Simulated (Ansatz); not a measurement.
# MnBiS2Br: the cost of one run

Method: DFT PBEsol, scalar-relativistic, plane waves, PAW, in Ansatz 0.2.0.

## Step 1: Starting point

Symmetry: C2/m, No. 12, monoclinic system. The conventional cell has a = 12.768 Å, b = 3.943 Å, c = 9.528 Å, α = 90.00°, β = 91.49°, γ = 90.00°. Mn (site symmetry 2/m) has 6 S at 2.53 to 2.67 Å as nearest neighbours. Around Mn (site symmetry 2/m) lie 2 S at 2.57 Å and 4 Br at 2.70 Å. Bi (site symmetry m) has 3 S at 2.61 to 2.72 Å as nearest neighbours. S (site symmetry m) has 1 Bi at 2.61 Å and 2 Mn at 2.67 Å as nearest neighbours. S (site symmetry m) is surrounded by 2 Mn at 2.53 to 2.57 Å and 2 Bi at 2.72 Å. Around Br (site symmetry m) lie 2 Mn at 2.70 Å.

Coordinates:

```cif
data_structure
_symmetry_space_group_name_H-M 'C2/m'
_symmetry_Int_Tables_number 12
_cell_length_a 12.7685
_cell_length_b 3.9435
_cell_length_c 9.5284
_cell_angle_alpha 90.000
_cell_angle_beta 91.495
_cell_angle_gamma 90.000
_cell_volume 479.61
loop_
_atom_site_label
_atom_site_type_symbol
_atom_site_symmetry_multiplicity
_atom_site_Wyckoff_symbol
_atom_site_fract_x
_atom_site_fract_y
_atom_site_fract_z
_atom_site_occupancy
Mn1 Mn 2 b 0.00000 0.50000 0.00000 1
Mn2 Mn 2 d 0.00000 0.50000 0.50000 1
Bi1 Bi 4 i 0.71453 0.50000 0.80315 1
S1 S 4 i 0.63604 0.50000 0.05353 1
S2 S 4 i 0.57132 0.00000 0.75467 1
Br1 Br 4 i 0.63426 0.50000 0.43396 1
```

The structure comes from the Materials Project (structure only).

## Step 2: The base run

input.yaml reads:

```yaml
crystal:
  lattice:
    - [0.0, -3.943462, 0.0]
    - [-6.384231, 1.971731, 0.0]
    - [0.248556, 0.0, -9.525147]
  atoms:
    - { symbol: Mn, position: [0.5, 0.0, 0.0], spin: 4.0 }
    - { symbol: Mn, position: [0.5, 0.0, 0.5], spin: 4.0 }
    - { symbol: Bi, position: [0.78547, 0.57094, 0.196852] }
    - { symbol: Bi, position: [0.21453, 0.42906, 0.803148] }
    - { symbol: S, position: [0.863956, 0.727912, 0.946475] }
    - { symbol: S, position: [0.428681, 0.857362, 0.245335] }
    - { symbol: S, position: [0.136044, 0.272088, 0.053525] }
    - { symbol: S, position: [0.571319, 0.142638, 0.754665] }
    - { symbol: Br, position: [0.865738, 0.731476, 0.566044] }
    - { symbol: Br, position: [0.134262, 0.268524, 0.433956] }
magnetization:
  spin_polarized: true
basis:
  ecutwfc: 500
  fft_grid_basis: typed
kpoints:
  mp_grid: { grid: [8, 8, 4] }
hamiltonian:
  xc: pbesol
  pseudopotentials: { kind: paw }
scf:
  occupations: { method: gaussian, width: 0.05 }
output:
  forces: true
  stress: true
  eigenvalues: true
  bader: true
  write_density: true
  volumetric_format: npy
  populations: true
  elf: true
```

The run is started by

```console
> ansatz run input.yaml --threads 2 --pin off --max-ram 4096MiB --backend cpu --events-out ev --progress --plain --runs-dir out
```

Q: Estimate wall time and peak memory on 2 threads of Arm Neoverse N1, shared host.

About 13 min, with a peak of 2.9 GiB.
